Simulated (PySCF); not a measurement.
# C3H6BFSe: the cost of one run

Programs: PySCF 2.14.0, with density-fitted response routines of our own. Each step states its level of theory. These are calculated values for one molecule in the gas phase, unless marked as measured. Atoms count from 0, in the outputs and in this text.

## 1. The starting structure

12 atoms, charge 0, multiplicity 1; geometry from: GFN2-xTB. The atoms were then displaced at random by about 0.01 Å, so the start is not that level's minimum.

Bonds of the start (Å): F0–B1 1.30, B1–C2 1.57, C2–C3 1.49, C3–C4 1.54, C4–Se5 1.98, Se5–C2 2.03, B1–H6 1.18, C2–H7 1.09, C3–H8 1.11, C3–H9 1.12, C4–H10 1.09, C4–H11 1.08.

## 2. Optimising the geometry at PBE0-D3(BJ)/def2-SVP

Job settings and geometry (Å):

```
{"job": {"xc": "PBE0", "basis": "def2-SVP", "d3": "d3bj", "grid": 1, "shake": 0.01, "kind": "geom"}, "charge": 0, "multiplicity": 1}
F      1.553190     1.510450     0.300360
B      1.710030     0.344530    -0.262750
C      0.597480    -0.747080    -0.103120
C     -0.580950    -0.436060     0.757150
C     -1.360630     0.476870    -0.213880
Se    -0.324850    -0.112070    -1.794810
H      2.693600     0.192370    -0.903750
H      0.911180    -1.788600    -0.168410
H     -0.370310     0.037510     1.733290
H     -1.192830    -1.345710     0.966470
H     -1.176690     1.538120    -0.019330
H     -2.419540     0.301390    -0.300230
```

Started as:

```console
$ OMP_NUM_THREADS=1 python probes_run.py task.json out
```

The driver reads the jobs from task.json and runs them one after another.

Q: Estimate the wall time and peak memory of this first job on 1 thread of Arm Neoverse V2, shared host.

About 62 s, with a peak of 0.52 GiB.
